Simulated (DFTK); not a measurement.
# NaTiO2 (R-3m) in DFTK: reference runs

Aim: a first look at NaTiO2 with PBEsol, on the cell as given.

Program: DFTK 0.8.2. These are calculated values, not measurements. Logs are shortened: lines on timing, memory, paths and dates and some standing lists are left out, and cuts for length are marked.

### Step 1. Starting point

Symmetry: R-3m, No. 166, trigonal system. The conventional cell has a = 3.013 Å, b = 3.013 Å, c = 16.197 Å, α = 90.00°, β = 90.00°, γ = 120.00°. Ti (site symmetry -3m) is surrounded by 6 O at 2.07 Å. Around Na (site symmetry -3m) lie 6 O at 2.35 Å. O (site symmetry 3m) has 3 Ti at 2.07 Å and 3 Na at 2.35 Å as nearest neighbours.

The cell comes from a database or a generator and needn't be the stable form of this composition.

### Step 2. Single point, PBEsol

run.jl

```julia
using DFTK
using PseudoPotentialData
using Unitful, UnitfulAtomic
using LinearAlgebra, Printf
include("save.jl")
disable_threading()

# lattice vectors are the columns
lattice = austrip(1u"Å") * [    1.50659145    -1.50659145            0.0;
             0.8698309792   0.8698309792  -1.7396619584;
             5.3990454898   5.3990454898   5.3990454898]
symbols   = [:Ti, :Na, :O, :O]
positions = [[0.5, 0.5, 0.5],
             [0.0, 0.0, 0.0],
             [0.23619639, 0.23619639, 0.23619639],
             [0.76380361, 0.76380361, 0.76380361]]
pseudopotentials = PseudoFamily("dojo.nc.sr.pbesol.v0_4_1.standard.upf")
elements = Dict(s => ElementPsp(s, pseudopotentials) for s in unique(symbols))
atoms    = [elements[s] for s in symbols]

build_model(lattice, positions; symmetries=true) =
    model_DFT(lattice, atoms, positions;
              functionals=PBEsol(),
              temperature=austrip(0.05u"eV"),
              smearing=Smearing.FermiDirac(),
              symmetries)
Ecut  = 44.0  # hartree
kgrid = [10, 10, 10]
tol   = 1e-6
to_GPa = ustrip(uconvert(u"GPa", 1u"hartree/bohr^3"))

model = build_model(lattice, positions)
basis = PlaneWaveBasis(model; Ecut, kgrid)
display(basis)
scfres = self_consistent_field(basis;
                               tol,
                               nbandsalg=AdaptiveBands(model; n_bands_converge=21))
display(scfres.energies)
@printf "Fermi level: %.6f eV\n" ustrip(auconvert(u"eV", something(scfres.εF, NaN)))
forces = compute_forces_cart(scfres)
println("Forces (eV/Å)")
for (s, f) in zip(symbols, forces)
    @printf "%-3s %12.6f %12.6f %12.6f\n" s ustrip.(auconvert.(u"eV/Å", f))...
end
stress = compute_stresses_cart(scfres)
println("Stress (GPa)")
display(round.(stress * to_GPa; digits=4))
println("Levels at the first k-point (eV): ", round.(ustrip.(auconvert.(u"eV", scfres.eigenvalues[1][1:scfres.n_bands_converge])); digits=4))
save_scf!(scfres; forces, stress)
```

Potentials or basis: dojo.nc.sr.pbesol.v0_4_1.standard.upf (PBEsol).

Run with:

```console
> julia --threads=1 run.jl  # save.jl only writes the numbers to a file and isn't shown; printed stress counts tension as positive; times include loading and compiling
```

Output:

```text
PlaneWaveBasis discretization:

    Ecut                 : 44.0 Ha
    fft_size             : (72, 72, 72), 373248 total points
    kgrid                : MonkhorstPack([10, 10, 10])
    num.   red. kpoints  : 1000
    num. irred. kpoints  : 116

    Discretized Model(gga_x_pbe_sol+gga_c_pbe_sol, 3D):
        lattice (in Bohr)    : [2.84705   , -2.84705  , 0         ]
                               [1.64374   , 1.64374   , -3.28748  ]
                               [10.2027   , 10.2027   , 10.2027   ]
        unit cell volume     : 286.48 Bohr³

        atoms                : NaO₂Ti
        pseudopot. family    : PseudoFamily("dojo.nc.sr.pbesol.v0_4_1.standard.upf")

        num. electrons       : 33
        spin polarization    : none
        temperature          : 0.0018375 Ha
        smearing             : DFTK.Smearing.FermiDirac()

        terms                : Kinetic()
                               AtomicLocal()
                               AtomicNonlocal()
                               Ewald(nothing)
                               PspCorrection()
                               Hartree()
                               Xc(gga_x_pbe_sol, gga_c_pbe_sol)
                               Entropy()
n     Energy            log10(ΔE)   log10(Δρ)   Diag   Δtime
---   ---------------   ---------   ---------   ----   ------
  1   -137.8238468353                   -0.38    5.2     162s
  2   -138.0940780818       -0.57       -0.79    3.0     105s
  3   -138.1059971035       -1.92       -1.11    3.2     113s
  4   -138.1102761098       -2.37       -1.40    3.0     102s
  5   -138.1111666253       -3.05       -1.62    2.0    87.9s
  6   -138.1114869865       -3.49       -2.13    2.0    91.8s
  7   -138.1114958779       -5.05       -2.48    1.4    79.2s
  8   -138.1115053443       -5.02       -3.01    2.8    92.7s
  9   -138.1115058859       -6.27       -3.47    2.0    91.5s
 10   -138.1115059134       -7.56       -3.89    1.5    77.3s
 11   -138.1115059238       -7.98       -4.45    2.3    92.5s
 12   -138.1115059247       -9.03       -4.86    2.0    82.2s
 13   -138.1115059248      -10.02       -5.24    2.4    87.6s
 14   -138.1115059248      -10.88       -5.69    1.9    85.5s
 15   -138.1115059248      -12.47       -6.30    1.9    82.4s
Energy breakdown (in Ha):
    Kinetic             73.2700142
    AtomicLocal         -111.5351879
    AtomicNonlocal      -19.4518086
    Ewald               -95.4016421
    PspCorrection       4.2109925
    Hartree             34.5350174
    Xc                  -23.7381759
    Entropy             -0.0007153

    total               -138.111505924827
Fermi level: 8.178784 eV
Forces (eV/Å)
Ti     -0.000000     0.000000     0.000000
Na     -0.000000     0.000000    -0.000000
O      -0.000000    -0.000000    -0.067333
O       0.000000     0.000000     0.067333
Stress (GPa)
3×3 StaticArraysCore.SMatrix{3, 3, Float64, 9} with indices SOneTo(3)×SOneTo(3):
  6.522  -0.0     0.0
 -0.0     6.522  -0.0
  0.0     0.0    -0.645
Levels at the first k-point (eV): [-49.9489, -44.0924, -26.3318, -26.1548, -26.1548, -16.2799, -16.1317, -16.1317, -12.2598, -10.9379, 0.4352, 2.2384, 2.2384, 3.9486, 4.3989, 4.3989, 8.3386, 8.3386, 8.9664, 10.1055, 11.1827]
```

Run time: 34 min. Hardware: 1 thread of AMD EPYC 7R43 (Zen 3), shared host; peak memory 4.6 GiB.

What came out:

```
Free energy            : -3758.2055 eV
Pressure               : -4.1 GPa
Largest force          : 0.067 eV/Å
Band gap on the k mesh : none (metal or under the smearing width)
```

Forces in eV/Å, atoms in the order of the input:
```
Ti   0.000  0.000  0.000
Na   0.000  0.000  0.000
O    0.000  0.000 -0.067
O    0.000  0.000  0.067
```

Caveat: an odd number of electrons without spin polarisation forces a metal; a magnetic or distorted state may lie lower; semilocal functionals often make such compounds metallic where correlation or magnetic order opens a gap, which also shifts bond lengths.
